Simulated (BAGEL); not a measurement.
# C2H6AlS− (SMILES C[C]([AlH3-])=S) at HF/3-21G (density fitting with qzvpp-jkfit)

Aim: the vertical singlet–triplet gap of C2H6AlS− at HF/3-21G (density fitting with qzvpp-jkfit), from 2 runs. 

The calculation is run with BAGEL 1.2.2.

### 1 The structure to begin with

The species is C2H6AlS− (10 atoms), meant as a singlet with charge -1. SMILES: `C[C]([AlH3-])=S`. The shape comes from GFN2-xTB, which is rough for such elements, and wasn't checked as a minimum.

Bond lengths: C1–C2 1.502 Å, C2–Al3 2.058 Å, C2–S4 1.648 Å, C1–H5 1.093 Å, C1–H6 1.093 Å, C1–H7 1.091 Å, Al3–H8 1.591 Å, Al3–H9 1.611 Å, Al3–H10 1.611 Å. Some angles: C1–C2–Al3 124.3°, C1–C2–S4 116.5°, Al3–C2–S4 119.1°, C2–C1–H5 110.5°, C2–C1–H6 110.7°, C2–C1–H7 109.5°, C2–Al3–H8 110.8°, C2–Al3–H9 102.7°, C2–Al3–H10 102.9°, H5–C1–H6 107.7°.

### 2 The energy at HF/3-21G (density fitting with qzvpp-jkfit)

Input file input.json:

```json
{ "bagel": [

{
  "title": "molecule",
  "basis": "3-21g",
  "df_basis": "qzvpp-jkfit",
  "angstrom": true,
  "geometry": [
    { "atom": "C", "xyz": [      -0.351600,       1.355410,      -0.614240 ] },
    { "atom": "C", "xyz": [      -0.559810,      -0.103870,      -0.325830 ] },
    { "atom": "Al", "xyz": [       0.712510,      -1.256230,       0.810220 ] },
    { "atom": "S", "xyz": [      -1.917030,      -0.792930,      -0.957170 ] },
    { "atom": "H", "xyz": [      -0.275800,       1.525900,      -1.690860 ] },
    { "atom": "H", "xyz": [      -1.192610,       1.946390,      -0.243400 ] },
    { "atom": "H", "xyz": [       0.566800,       1.694100,      -0.131870 ] },
    { "atom": "H", "xyz": [       0.183280,      -2.752920,       0.910240 ] },
    { "atom": "H", "xyz": [       0.723880,      -0.482440,       2.223140 ] },
    { "atom": "H", "xyz": [       2.110370,      -1.133420,       0.019790 ] }
  ]
},

{
  "title": "hf",
  "charge": -1
},

{
  "title": "print",
  "file": "orbitals.molden",
  "orbitals": true
}

]}
```

Launch:

```
$ BAGEL_NUM_THREADS=1 BAGEL input.json > input.out
```

Standard output:

```text
* using 1 threads per process

  ===============================================================
  ===============================================================

  *** Geometry ***

  { "atom" : "C", "xyz" : [     -0.664428,      2.561354,     -1.160745 ] },
  { "atom" : "C", "xyz" : [     -1.057888,     -0.196286,     -0.615729 ] },
  { "atom" : "Al", "xyz" : [      1.346449,     -2.373931,      1.531094 ] },
  { "atom" : "S", "xyz" : [     -3.622662,     -1.498421,     -1.808789 ] },
  { "atom" : "H", "xyz" : [     -0.521186,      2.883533,     -3.195262 ] },
  { "atom" : "H", "xyz" : [     -2.253706,      3.678144,     -0.459959 ] },
  { "atom" : "H", "xyz" : [      1.071097,      3.201385,     -0.249198 ] },
  { "atom" : "H", "xyz" : [      0.346349,     -5.202265,      1.720104 ] },
  { "atom" : "H", "xyz" : [      1.367935,     -0.911679,      4.201126 ] },
  { "atom" : "H", "xyz" : [      3.988021,     -2.141853,      0.037398 ] },

  Number of auxiliary basis functions:      514

  Since a DF basis is specified, we compute 2- and 3-index integrals:
    o Being stored without compression. Storage requirement is 0.013 GB

  Number of basis functions:       56
  Number of electrons      :       47

    * METHOD: MOLECULE                             0.34

  *** RHF ***

  === Nuclear Repulsion ===
   184.8519178154

      * DIIS with orbital gradients will be used.

  === RHF iteration (3-21g) ===
      0       -714.86228235          0.01220513           0.07
      1       -714.92206547          0.00292057           0.07
      2       -714.92648423          0.00103519           0.07
      3       -714.92703234          0.00026599           0.07
      4       -714.92707530          0.00012274           0.07
      5       -714.92708613          0.00004331           0.07
      6       -714.92708858          0.00002003           0.07
      7       -714.92708906          0.00000653           0.07
      8       -714.92708911          0.00000150           0.07
      9       -714.92708911          0.00000049           0.07
     10       -714.92708911          0.00000023           0.07
     11       -714.92708911          0.00000009           0.07
     12       -714.92708911          0.00000005           0.07
     13       -714.92708911          0.00000003           0.07
     14       -714.92708911          0.00000002           0.07
     15       -714.92708911          0.00000000           0.07
    * SCF iteration converged.

    * Permanent dipole moment:
           (    0.625530,    -1.737103,     0.893135) a.u.

    * METHOD: HF                                   1.30

    * METHOD: PRINT                                0.01

  ===============================================================
```

It took 1.8 s on 1 thread of Arm Neoverse N1, shared host; peak memory 0.093 GiB.

### 3 The triplet, same level

Input file calc.json:

```json
{ "bagel" : [

{
  "title" : "molecule",
  "basis" : "3-21g",
  "df_basis" : "qzvpp-jkfit",
  "angstrom" : true,
  "geometry" : [
    { "atom" : "C", "xyz" : [      -0.351600,       1.355410,      -0.614240 ] },
    { "atom" : "C", "xyz" : [      -0.559810,      -0.103870,      -0.325830 ] },
    { "atom" : "Al", "xyz" : [       0.712510,      -1.256230,       0.810220 ] },
    { "atom" : "S", "xyz" : [      -1.917030,      -0.792930,      -0.957170 ] },
    { "atom" : "H", "xyz" : [      -0.275800,       1.525900,      -1.690860 ] },
    { "atom" : "H", "xyz" : [      -1.192610,       1.946390,      -0.243400 ] },
    { "atom" : "H", "xyz" : [       0.566800,       1.694100,      -0.131870 ] },
    { "atom" : "H", "xyz" : [       0.183280,      -2.752920,       0.910240 ] },
    { "atom" : "H", "xyz" : [       0.723880,      -0.482440,       2.223140 ] },
    { "atom" : "H", "xyz" : [       2.110370,      -1.133420,       0.019790 ] }
  ]
},

{ "title" : "uhf", "charge" : -1, "nopen" : 2 },

{ "title" : "print", "file" : "orbitals.molden", "orbitals" : true }

]}
```

Launch:

```
$ BAGEL_NUM_THREADS=1 BAGEL calc.json > calc.out
```

Standard output:

```text
* using 1 threads per process

  ===============================================================
  ===============================================================

  *** Geometry ***

  { "atom" : "C", "xyz" : [     -0.664428,      2.561354,     -1.160745 ] },
  { "atom" : "C", "xyz" : [     -1.057888,     -0.196286,     -0.615729 ] },
  { "atom" : "Al", "xyz" : [      1.346449,     -2.373931,      1.531094 ] },
  { "atom" : "S", "xyz" : [     -3.622662,     -1.498421,     -1.808789 ] },
  { "atom" : "H", "xyz" : [     -0.521186,      2.883533,     -3.195262 ] },
  { "atom" : "H", "xyz" : [     -2.253706,      3.678144,     -0.459959 ] },
  { "atom" : "H", "xyz" : [      1.071097,      3.201385,     -0.249198 ] },
  { "atom" : "H", "xyz" : [      0.346349,     -5.202265,      1.720104 ] },
  { "atom" : "H", "xyz" : [      1.367935,     -0.911679,      4.201126 ] },
  { "atom" : "H", "xyz" : [      3.988021,     -2.141853,      0.037398 ] },

  Number of auxiliary basis functions:      514

  Since a DF basis is specified, we compute 2- and 3-index integrals:
    o Being stored without compression. Storage requirement is 0.013 GB

  Number of basis functions:       56
  Number of electrons      :       47

    * METHOD: MOLECULE                             0.34

  *** Open-shell HF ***

  === Nuclear Repulsion ===
   184.8519178154

      * DIIS with orbital gradients will be used.

  === UHF iteration (3-21g) ===
      0       -714.80270372          0.02569258           0.14
      1       -714.87072696          0.00921203           0.14
      2       -714.88233288          0.00590785           0.14
      3       -714.88639165          0.00181381           0.14
      4       -714.88882082          0.00102148           0.14
      5       -714.88969447          0.00058034           0.14
      6       -714.89006659          0.00024647           0.14
      7       -714.89013275          0.00014448           0.14
      8       -714.89016668          0.00005864           0.14
      9       -714.89017151          0.00002920           0.14
     10       -714.89017255          0.00001326           0.14
     11       -714.89017279          0.00000660           0.14
     12       -714.89017285          0.00000334           0.14
     13       -714.89017286          0.00000172           0.14
     14       -714.89017286          0.00000100           0.14
     15       -714.89017287          0.00000057           0.14
     16       -714.89017287          0.00000030           0.14
     17       -714.89017287          0.00000016           0.14
     18       -714.89017287          0.00000012           0.14
     19       -714.89017287          0.00000007           0.14
     20       -714.89017287          0.00000005           0.14
     21       -714.89017287          0.00000003           0.14
     22       -714.89017287          0.00000002           0.14
     23       -714.89017287          0.00000001           0.14
     24       -714.89017287          0.00000001           0.14
    * SCF iteration converged.

    * S^2 (UHF) is 2.0184

    * Permanent dipole moment:
           (    1.115566,    -1.412436,     1.099245) a.u.

    * METHOD: UHF                                  3.69

    * METHOD: PRINT                                0.01

  ===============================================================
```

Wall time 4.2 s (1 thread of Arm Neoverse N1, shared host); peak memory 0.094 GiB.

### 4 Results

Level: HF/3-21G (density fitting with qzvpp-jkfit).

```
                                                      quantity          value
                                         singlet: total energy  -714.92709 Eh
                                          singlet: HOMO energy       -3.75 eV
                                          singlet: LUMO energy        6.52 eV
singlet: HOMO–LUMO gap (to an unbound level, set by the basis)       10.27 eV
                                         triplet: total energy  -714.89017 Eh
                                                 triplet: ⟨S²⟩          2.018
              vertical energy of the triplet above the singlet       1.005 eV
```

In words: At this shape the triplet lies 1.00 eV (97 kJ/mol) above the singlet.
